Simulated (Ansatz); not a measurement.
# Cs3Bi2Br9: the cost of one run

Method: DFT LDA, scalar-relativistic, plane waves, PAW, in Ansatz 0.2.0.

2 further runs of the same task are left out: 2 set aside as unsound or not needed.

### Step 1. Starting point

The structure is trigonal, space group P-3m1 (No. 164). The conventional cell has a = 8.207 Å, b = 8.207 Å, c = 10.118 Å, α = 90.00°, β = 90.00°, γ = 120.00°. Around Cs (site symmetry 3m) lie 12 Br at 4.04 to 4.17 Å. Cs (site symmetry -3m) has 12 Br at 4.10 to 4.15 Å as nearest neighbours. Around Bi (site symmetry 3m) lie 6 Br at 2.76 to 3.02 Å. Around Br (site symmetry 2/m) lie 2 Bi at 3.02 Å and 4 Cs at 4.10 to 4.17 Å. Br (site symmetry m) is surrounded by 1 Bi at 2.76 Å.

Coordinates:

```
CELL_PARAMETERS angstrom
8.20715 0.00000 0.00000
-4.10357 7.10760 0.00000
0.00000 0.00000 10.11829
ATOMIC_POSITIONS crystal
Cs 0.66667 0.33333 0.66074
Cs 0.33333 0.66667 0.33926
Cs 0.00000 0.00000 0.00000
Bi 0.66667 0.33333 0.18539
Bi 0.33333 0.66667 0.81461
Br 0.50000 0.50000 0.00000
Br 0.50000 0.00000 0.00000
Br 0.00000 0.50000 0.00000
Br 0.34025 0.17013 0.33343
Br 0.82987 0.17013 0.33343
Br 0.82987 0.65975 0.33343
Br 0.17013 0.34025 0.66657
Br 0.17013 0.82987 0.66657
Br 0.65975 0.82987 0.66657
```

It is the result of an earlier relaxation at this level (volume 42.16 Å³/atom; gap on the mesh: 2.61 eV).

### Step 2. Relaxing with LDA

Contents of input.yaml:

```yaml
crystal:
  lattice:
    - [8.207145861, 0.0, 0.0]
    - [-4.1035729305, 7.1075968082, 0.0]
    - [0.0, 0.0, 10.1182869933]
  atoms:
    - { symbol: Cs, position: [0.6666666667, 0.3333333333, 0.6607392249] }
    - { symbol: Cs, position: [0.3333333333, 0.6666666667, 0.3392607751] }
    - { symbol: Cs, position: [0.0, 0.0, 0.0] }
    - { symbol: Bi, position: [0.6666666667, 0.3333333333, 0.1853899073] }
    - { symbol: Bi, position: [0.3333333333, 0.6666666667, 0.8146100927] }
    - { symbol: Br, position: [0.5, 0.5, 0.0] }
    - { symbol: Br, position: [0.5, 0.0, 0.0] }
    - { symbol: Br, position: [0.0, 0.5, 0.0] }
    - { symbol: Br, position: [0.3402546415, 0.1701273208, 0.3334309444] }
    - { symbol: Br, position: [0.8298726792, 0.1701273208, 0.3334309444] }
    - { symbol: Br, position: [0.8298726792, 0.6597453585, 0.3334309444] }
    - { symbol: Br, position: [0.1701273208, 0.3402546415, 0.6665690556] }
    - { symbol: Br, position: [0.1701273208, 0.8298726792, 0.6665690556] }
    - { symbol: Br, position: [0.6597453585, 0.8298726792, 0.6665690556] }
basis:
  ecutwfc: 420
kpoints:
  mp_grid: { grid: [3, 3, 4] }
hamiltonian:
  xc: lda
scf:
  occupations: { method: gaussian, width: 0.02 }
output:
  forces: true
  stress: true
  eigenvalues: true
relax:
  adjacent_minimum: "off"
  f_tol: 0.005
  max_steps: 50
  cell: { stress_tol: 0.05 }
```

Launch:

```bash
$ ansatz run input.yaml --threads 4 --pin off --max-ram 10240MiB --backend cpu --events-out ev --progress --plain --runs-dir out
```

Q: Estimate wall time and peak memory on 4 threads of Arm Neoverse V1, shared host.

About 72 s, with a peak of 1.4 GiB.
